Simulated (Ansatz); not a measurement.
**FH₃SeSi (SMILES F[SiH2][SeH]): one structure at several levels**

Aim: energy, forces and dipole at a structure displaced at random from a GFN2-xTB minimum, from CCSD(T) and from density functionals.

Method: single points in def2-TZVPP; program: Ansatz 0.2.0, Gaussian basis.

Cores are frozen in the correlated methods. Filled d shells of the heavier atoms are correlated.

## Step 1: Where the work starts

SMILES `F[SiH2][SeH]`, 6 atoms, charge 0, spin multiplicity 1.

Atoms are counted from 1 here; the program's logs count them from 0.

Bond lengths: F1–Si2 1.660 Å, Si2–Se3 2.050 Å, Si2–H4 1.383 Å, Si2–H5 1.578 Å, Se3–H6 1.273 Å. Angles: F1–Si2–Se3 109.6°, F1–Si2–H4 98.2°, F1–Si2–H5 101.9°, Se3–Si2–H4 119.0°, Se3–Si2–H5 112.4°, H4–Si2–H5 113.1°, Si2–Se3–H6 94.7°.

As a file:

```mol
FH3SeSi
  3D, bonds by distance, orders not assigned

  6  5  0  0  0  0  0  0  0  0999 V2000
   -1.8098    0.4088   -0.2534 F   0  0
   -0.2197   -0.0625   -0.3183 Si  0  0
    0.7082    0.4038    1.4488 Se  0  0
   -0.4213   -1.3921   -0.6403 H   0  0
    0.3244    0.7922   -1.5285 H   0  0
    1.7256   -0.3293    1.2279 H   0  0
  1  2  8  0
  2  3  8  0
  2  4  8  0
  2  5  8  0
  3  6  8  0
M  END
```

## Step 2: CCSD(T)/def2-TZVPP

Contents of run/in.yaml:

```yaml
crystal:
  periodic: [false, false, false]
  atoms:
    - {symbol: F, position_ang: [-1.809800, 0.408800, -0.253400]}
    - {symbol: Si, position_ang: [-0.219700, -0.062500, -0.318300]}
    - {symbol: Se, position_ang: [0.708200, 0.403800, 1.448800]}
    - {symbol: H, position_ang: [-0.421300, -1.392100, -0.640300]}
    - {symbol: H, position_ang: [0.324400, 0.792200, -1.528500]}
    - {symbol: H, position_ang: [1.725600, -0.329300, 1.227900]}
basis:
  gaussian: {orbitals: def2-TZVPP}
correlation: {method: ccsd_t}
output: {forces: true}
```

Started as:

```
$ ansatz run in.yaml --threads 8 --pin off --events-out ev --progress --plain --max-ram 10444MiB
```

## Step 3: PBE0-D4/def2-TZVPP

run/in.yaml, as its differences from that of step 2:

```diff
@@ -11,3 +11,3 @@
   gaussian: {orbitals: def2-TZVPP}
-correlation: {method: ccsd_t}
-output: {forces: true}
+hamiltonian: {xc: pbe0, dispersion: d4}
+output: {forces: true, orbitals: {seedname: orbitals}}
```

## Step 4: wB97M-V/def2-TZVPP

run/in.yaml, as its differences from that of step 3:

```diff
@@ -11,3 +11,3 @@
   gaussian: {orbitals: def2-TZVPP}
-hamiltonian: {xc: pbe0, dispersion: d4}
-output: {forces: true, orbitals: {seedname: orbitals}}
+hamiltonian: {xc: {name: wB97M-V}}
+output: {forces: true}
```

## Step 5: r2SCAN-D4/def2-TZVPP

run/in.yaml, as its differences from that of step 4:

```diff
@@ -11,3 +11,3 @@
   gaussian: {orbitals: def2-TZVPP}
-hamiltonian: {xc: {name: wB97M-V}}
+hamiltonian: {xc: r2scan, dispersion: d4}
 output: {forces: true}
```

## Step 6: PBE-D4/def2-TZVPP

run/in.yaml, as its differences from that of step 5:

```diff
@@ -11,3 +11,3 @@
   gaussian: {orbitals: def2-TZVPP}
-hamiltonian: {xc: r2scan, dispersion: d4}
+hamiltonian: {xc: pbe, dispersion: d4}
 output: {forces: true}
```

## Step 7: revPBE-D4/def2-TZVPP

run/in.yaml, as its differences from that of step 6:

```diff
@@ -11,3 +11,3 @@
   gaussian: {orbitals: def2-TZVPP}
-hamiltonian: {xc: pbe, dispersion: d4}
+hamiltonian: {xc: {name: revPBE}, dispersion: d4}
 output: {forces: true}
```

## Step 8: wB97X-V/def2-TZVPP

run/in.yaml, as its differences from that of step 7:

```diff
@@ -11,3 +11,3 @@
   gaussian: {orbitals: def2-TZVPP}
-hamiltonian: {xc: {name: revPBE}, dispersion: d4}
+hamiltonian: {xc: {name: wB97X-V}}
 output: {forces: true}
```

(Steps that only read results are left out.)

**Question.** What will these runs give? Wanted: energy less free atoms, CCSD(T)/def2-TZVPP; RMS force component; RMS force error; HOMO and LUMO, PBE0-D4; T1 diagnostic.

The runs gave:

| quantity | value |
| --- | --- |
| energy less free atoms, CCSD(T)/def2-TZVPP | -1688.4 kJ/mol |
| RMS force component | 2.976 to 3.039 eV/Å over the methods |
| RMS force error | PBE0-D4 0.109, wB97M-V 0.087, r2SCAN-D4 0.099, PBE-D4 0.275, revPBE-D4 0.311, wB97X-V 0.088 eV/Å |
| HOMO and LUMO, PBE0-D4 | -7.76 and -0.58 eV |
| T1 diagnostic | 0.010 |

In words: Against CCSD(T) the functionals' energies less atoms differ by -56.2 to +10.3 kJ/mol, PBE-D4 by -34.7 kJ/mol. A larger basis would deepen the CCSD(T) value, while the functionals are nearly converged already, so the order here is not reliable. For forces wB97M-V does best and revPBE-D4 worst. Frozen-core CCSD(T) forces in triple zeta carry basis errors of their own, and this is one geometry, so small gaps rank nothing.
